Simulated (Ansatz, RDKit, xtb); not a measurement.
**GeSi2NH8F: ranking a sample of isomers**

A sample of isomers of GeSi2NH8F is drawn. Aim: find which of them has the lowest free energy at 298.15 K, then its properties. The sample is small against all isomers, and the most stable one of this formula need not be in it.

Plan: many cheap relaxations first (GFN2-xTB), then density-functional screening, relaxation at PBE0-D3(BJ)/def2-SVP, vibrations (at GFN2-xTB) and a final energy. The numbers are computed, not measured.

**1. Candidates**

Isomers were taken from a list of plausible structures; this is a sample, not all of them. That gives 3 candidates.

| label | SMILES | spin |
| --- | --- | --- |
| c284 | F[SiH2][N]([SiH3])[GeH3] | singlet |
| c710 | F[Si@@H]([GeH3])N[SiH3] | singlet |
| c728 | F[SiH2]N[SiH2][GeH3] | singlet |

Candidates are built by distance geometry, with a force field where one applies, in up to four conformers (letters a to d).

Q: Predict the outcome of this search (final energies at CCSD(T)/def2-SVP + MP2/def2-TZVPP - MP2/def2-SVP).

| quantity | value |
| --- | --- |
| lowest structure found | F[SiH2][N]([SiH3])[GeH3], singlet |
| next finalist | F[SiH2]N[SiH2][GeH3], singlet, 3.9 kcal/mol higher in G |
| share at equilibrium, among the finalists | 99.8 % |

The search ends on `F[SiH2][N]([SiH3])[GeH3]`. Among the finalists first place is clear (3.9 kcal/mol); structures outside the list aren't covered. GFN2-xTB, HF/STO-3G, r2SCAN-D4/def2-SVP, HF/def2-SVP and MP2/def2-SVP already put its bonding pattern lowest among the structures in one piece; PBE0-D3(BJ)/def2-SVP favours the singlet F[SiH2]N[SiH2][GeH3]. One minimum inside the window was never screened. The search is not exhaustive (a finite list of starts, one conformer a finalist), so a lower isomer can't be ruled out. Only 3 drawn patterns were tried, so whole families of isomers are missing, and the result ranks this sample alone. The lowest isomer need not be the one that is made and kept in a bottle, which depends on barriers.
